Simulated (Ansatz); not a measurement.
# CHClSi₂ (SMILES Cl[Si]1=[Si]=C1): single points off equilibrium

The task here is to estimate one member of a computed series from the others.

Program: Ansatz 0.2.0, Gaussian basis. Level of theory: single points in def2-TZVPP. These are calculated values, not measurements.

Correlated methods freeze the cores. B3LYP uses VWN-RPA correlation.

### The system as given

5 atoms, charge 0, spin multiplicity 1.

Atoms are counted from 1 here; the program's logs count them from 0.

Bond lengths: Cl1–Si2 2.128 Å, Si2–Si3 2.402 Å, Si2–C4 1.869 Å, Si3–C4 1.768 Å, C4–H5 1.068 Å. Angles: Cl1–Si2–Si3 163.3°, Cl1–Si2–C4 118.3°, Si3–Si2–C4 46.9°, Si2–Si3–C4 50.5°, Si2–C4–Si3 82.6°, Si2–C4–H5 135.0°, Si3–C4–H5 142.3°.

As a file:

```xyz
5

Cl   -2.02870   -1.48150    0.85610
Si   -0.96690   -0.11490   -0.38170
Si    0.60260    1.51190   -1.19310
C     0.81210    0.26720    0.04460
H     1.54030   -0.15780    0.70030
```

Set-up of the first run:

Input file run/in.yaml:

```yaml
crystal:
  periodic: [false, false, false]
  atoms:
    - {symbol: Cl, position_ang: [-2.028700, -1.481500, 0.856100]}
    - {symbol: Si, position_ang: [-0.966900, -0.114900, -0.381700]}
    - {symbol: Si, position_ang: [0.602600, 1.511900, -1.193100]}
    - {symbol: C, position_ang: [0.812100, 0.267200, 0.044600]}
    - {symbol: H, position_ang: [1.540300, -0.157800, 0.700300]}
basis:
  gaussian: {orbitals: def2-TZVPP}
correlation: {method: ccsd_t}
output: {forces: true}
```

No record of the launch command was kept for these runs.

Among the steps run: CCSD(T)/def2-TZVPP; PBE0-D4/def2-TZVPP; wB97M-V/def2-TZVPP; r2SCAN-D4/def2-TZVPP; PBE-D4/def2-TZVPP; CAM-B3LYP-D4/def2-TZVPP; B3LYP-D4/def2-TZVPP.

One of the session's tables, all rows but one given; the rest of the session is left out.

```
      method  RMS force component (eV/Å)  angle to CCSD(T) forces (°)  dipole (D)
     CCSD(T)                       0.735                    reference        1.42
     PBE0-D4                       0.818                         11.4        1.42
     wB97M-V                       0.798                         16.3        1.72
   r2SCAN-D4                       0.797                         10.4        1.27
      PBE-D4                       0.736                         11.0        1.27
CAM-B3LYP-D4                       0.857                         18.8        1.62
    B3LYP-D4                           ?                            ?           ?
```

**Question.** Estimate the row for B3LYP-D4.

The run gave: RMS force component (eV/Å): 0.745; angle to CCSD(T) forces (°): 10.6; dipole (D): 1.50. In the column «RMS force component (eV/Å)» it lies between PBE-D4 (0.736) and r2SCAN-D4 (0.797).
